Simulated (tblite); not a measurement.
# C5H8N2O2Si: the cost of one run

Computed with tblite 0.8.0 and PySCF 2.14.0, with density-fitted response routines of our own, on a single molecule in the gas phase. Atoms count from 0, in the outputs and in this text.

**1. The starting structure**

18 atoms, charge 0, multiplicity 1; geometry from: force field or distance geometry start.

Bonds of the start (Å): C0–C1 1.35, C1–C2 1.40, C2–N3 1.34, N3–C4 1.36, C4–C5 1.50, C5–O6 1.43, O6–Si7 1.67, C4–N8 1.34, N8–O9 1.38, O9–C2 1.38, C0–H10 1.09, C0–H11 1.08, C1–H12 1.08, C5–H13 1.10, C5–H14 1.11, Si7–H15 1.48, Si7–H16 1.49, Si7–H17 1.47.

**2. Optimising the geometry with GFN2-xTB**

The job: settings as JSON, then the geometry in Å.

```
{"job": {"kind": "relax", "xc": "GFN2-xTB", "basis": "xTB"}, "charge": 0, "multiplicity": 1}
C      3.039500    -0.565000     1.393300
C      2.654300    -1.186700     0.262000
C      1.508600    -0.809200    -0.452400
N      0.655700     0.181100    -0.176500
C     -0.276500     0.103400    -1.165200
C     -1.449500     1.030800    -1.246600
O     -2.638900     0.528300    -0.641100
Si    -2.785100     0.592800     1.021200
N     -0.042500    -0.853900    -2.076600
O      1.111000    -1.458100    -1.608500
H      2.461100     0.269500     1.799600
H      3.915000    -0.876000     1.936800
H      3.236800    -2.020200    -0.102100
H     -1.680800     1.210800    -2.301900
H     -1.183600     2.022000    -0.826000
H     -1.953200    -0.458300     1.653900
H     -4.208900     0.370800     1.389200
H     -2.371700     1.924200     1.489100
```

On the command line:

```
> OMP_NUM_THREADS=1 python probes_run.py task.json out
```

One launch serves the whole session: the jobs run in the order shown.

**Question.** How long does this first job take on 1 thread of Arm Neoverse N1, shared host?

About 2.1 s.
